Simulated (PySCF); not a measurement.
# C2H5BF2Si2: the cost of one run

The runs use PySCF 2.14.0, with density-fitted response routines of our own; the level of theory stands in each step. All values are computed, except where a source is named. Atoms count from 0, in the outputs and in this text.

### 1 Starting geometry

12 atoms, charge 0, multiplicity 1; geometry from: GFN2-xTB. The atoms were then displaced at random by about 0.01 Å, so the start is not that level's minimum.

Bonds of the start (Å): F0–B1 1.31, B1–F2 1.33, B1–Si3 2.01, Si3–C4 1.82, C4–C5 1.22, C5–Si6 1.86, Si3–H7 1.47, Si3–H8 1.45, Si6–H9 1.47, Si6–H10 1.45, Si6–H11 1.47.

### 2 Geometry optimisation at PBE0-D3(BJ)/def2-SVP

Job settings and geometry (Å):

```
{"job": {"xc": "PBE0", "basis": "def2-SVP", "d3": "d3bj", "grid": 1, "shake": 0.01, "kind": "geom"}, "charge": 0, "multiplicity": 1}
F     -3.811090    -0.413780     0.649680
B     -2.880220    -0.243580    -0.256500
F     -3.119210     0.798630    -1.046230
Si    -1.260460    -1.428640    -0.410010
C      0.235970    -0.424130    -0.169840
C      1.222780     0.270260     0.002420
Si     2.750110     1.300190     0.254100
H     -1.252960    -2.492300     0.600600
H     -1.174480    -2.060860    -1.710320
H      3.336230     0.923040     1.547170
H      3.651670     1.031490    -0.845160
H      2.341350     2.711420     0.272240
```

On the command line:

```sh
> OMP_NUM_THREADS=1 python probes_run.py task.json out
```

One launch serves the whole session: the jobs run in the order shown.

Q: Estimate the wall time and peak memory of this first job on 1 thread of Arm Neoverse V1, shared host.

About 94 s, with a peak of 0.53 GiB.
